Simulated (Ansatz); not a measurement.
# UPBE-QIDH/cc-pVDZ run of BSiH3ClO (SMILES [SiH3]O[B]Cl)

What is the vertical ionisation energy of BSiH3ClO at UPBE-QIDH/cc-pVDZ? 

The calculation is run with Ansatz 0.2.0.

128 further runs of the same task are left out: 128 set aside as unsound or not needed.

### Step 1. The structure to begin with

BSiH3ClO: 7 atoms, total charge 0, spin state doublet. As SMILES, `[SiH3]O[B]Cl`. The coordinates come from a PBE0-D4/def2-TZVP relaxation. This is one conformer, not always the lowest.

Bond lengths: Si1–O2 1.667 Å, O2–B3 1.324 Å, B3–Cl4 1.747 Å, Si1–H5 1.480 Å, Si1–H6 1.482 Å, Si1–H7 1.480 Å. Angles: Si1–O2–B3 133.9°, O2–B3–Cl4 123.5°, O2–Si1–H5 107.1°, O2–Si1–H6 109.9°, O2–Si1–H7 107.2°, H5–Si1–H6 110.9°, H5–Si1–H7 110.6°, H6–Si1–H7 110.9°.

### Step 2. A single-point energy at UPBE-QIDH/cc-pVDZ

Input file molecule.yaml:

```yaml
crystal:
  periodic: [false, false, false]
  atoms:
    - symbol: Si
      position_ang: [-0.573000, 0.775400, 0.374800]
    - symbol: O
      position_ang: [0.044900, -0.648400, -0.233600]
    - symbol: B
      position_ang: [1.256200, -1.042100, -0.596600]
    - symbol: Cl
      position_ang: [1.605000, -2.636800, -1.219100]
    - symbol: H
      position_ang: [-1.201300, 0.456800, 1.676100]
    - symbol: H
      position_ang: [0.515600, 1.766600, 0.541200]
    - symbol: H
      position_ang: [-1.586300, 1.260400, -0.588400]
basis:
  gaussian: {orbitals: cc-pVDZ}
magnetization: {spin_polarized: true, initial_magnetization: 1}
hamiltonian: {xc: {name: PBE-QIDH}}
correlation: {frozen_orbitals: {B: 1, Cl: 5, H: 0, O: 1, Si: 5}}
accuracy: high
output: {orbitals: {seedname: orbitals}}
```

Command:

```console
$ ansatz run molecule.yaml --threads 1 --pin off --max-ram 3480MiB --events-out events.jsonl --progress --plain --runs-dir runs
```

Log:

```text
Warning: RAYON_NUM_THREADS=1 ignored (pool sized by the plan → 1); use --threads N
Functional definition: PBE-QIDH
  name "PBE-QIDH"
  parameter a = 3^(-1/3)
  parameter c = 1/3
  exchange = (1 - a)*pbe_x + a*exact_x
  correlation = (1 - c)*pbe_c + c*(mp2_os + mp2_ss)
1786 factors; integrals over basis functions are off by at most 6.3e-9 eV
mean field evaluation 1: about -23149.2648 eV, gradient 2.3e1 eV
mean field evaluation 2: about -23149.3225 eV, gradient 2.3e1 eV
mean field evaluation 4: about -23151.7298 eV, gradient 2.2e0 eV
mean field evaluation 8: about -23151.7984 eV, gradient 3.3e-1 eV
mean field evaluation 16: about -23151.8007 eV, gradient 4.2e-4 eV
mean field -23151.80066147 eV, -850.8129814549 hartree, gradient 4.7e-8 eV, S^2 0.753443; 0 other end points of the search recorded, 0 dependent functions left out
12 core orbitals not correlated: weight in the atoms' cores, before any rotation towards them, 1.000 or more for the frozen orbitals, at most 0.000 for the correlated occupied ones
reference -23151.80066250 eV, -850.8129814926 hartree; 12, 11 occupied and 55, 56 virtual orbitals, 1786 factors
second order -14.73914606 eV of doubles, -0.00000000 eV of singles
Total energy: -23156.71371118 eV, -850.9935327017 hartree
```

It took 13 s on 1 thread of Arm Neoverse V2, shared host; peak memory 0.37 GiB.

### Step 3. The singlet cation

Input file molecule.yaml:

```yaml
crystal:
  periodic: [false, false, false]
  atoms:
    - {symbol: Si, position_ang: [-0.573000, 0.775400, 0.374800]}
    - {symbol: O, position_ang: [0.044900, -0.648400, -0.233600]}
    - {symbol: B, position_ang: [1.256200, -1.042100, -0.596600]}
    - {symbol: Cl, position_ang: [1.605000, -2.636800, -1.219100]}
    - {symbol: H, position_ang: [-1.201300, 0.456800, 1.676100]}
    - {symbol: H, position_ang: [0.515600, 1.766600, 0.541200]}
    - {symbol: H, position_ang: [-1.586300, 1.260400, -0.588400]}
basis:
  gaussian:
    orbitals: cc-pVDZ
total_charge: 1
magnetization:
  spin_polarized: false
  initial_magnetization: 0
hamiltonian:
  xc: {name: PBE-QIDH}
correlation:
  frozen_orbitals: {B: 1, Cl: 5, H: 0, O: 1, Si: 5}
accuracy: high
output: {orbitals: {seedname: orbitals}}
```

Command:

```console
$ ansatz run molecule.yaml --threads 1 --pin off --max-ram 3480MiB --events-out events.jsonl --progress --plain --runs-dir runs
```

Log (excerpt; [...] marks lines left out):

```text
Warning: RAYON_NUM_THREADS=1 ignored (pool sized by the plan → 1); use --threads N
[... 2 set-up lines as earlier in the session ...]
[...]
1786 factors; integrals over basis functions are off by at most 6.3e-9 eV
[...]
mean field -23143.32526021 eV, -850.5015162036 hartree, gradient 6.2e-8 eV, S^2 0.000000; 0 other end points of the search recorded, 0 dependent functions left out
12 core orbitals not correlated: weight in the atoms' cores, before any rotation towards them, 1.000 or more for the frozen orbitals, at most 0.000 for the correlated occupied ones
reference -23143.32526126 eV, -850.5015162420 hartree; 11, 11 occupied and 56, 56 virtual orbitals, 1786 factors
second order -15.22662533 eV of doubles, -0.00000000 eV of singles
Total energy: -23148.40080304 eV, -850.6880389620 hartree
```

It took 8.4 s on 1 thread of Arm Neoverse V2, shared host; peak memory 0.25 GiB.

### Step 4. What came out

At UPBE-QIDH/cc-pVDZ, 12 core orbitals frozen:

| quantity | value |
| --- | --- |
| doublet BSiH3ClO: total energy | -850.99353 Eh |
| doublet BSiH3ClO: HOMO energy (SCF part's orbitals) (highest over α and β) | -8.13 eV |
| doublet BSiH3ClO: LUMO energy (SCF part's orbitals) (lowest over α and β) | 0.71 eV |
| doublet BSiH3ClO: ⟨S²⟩ | 0.753 |
| singlet cation: total energy | -850.68804 Eh |
| singlet cation: HOMO energy (SCF part's orbitals) | -16.55 eV |
| singlet cation: LUMO energy (SCF part's orbitals) | -8.59 eV |
| singlet cation: HOMO–LUMO gap (SCF part's orbitals) | 7.96 eV |
| vertical ionisation energy (to the singlet cation) | 8.313 eV |

What this shows: The vertical ionisation energy comes to 8.31 eV (802 kJ/mol). Only the singlet of the ionised species was computed; a triplet could lie lower.
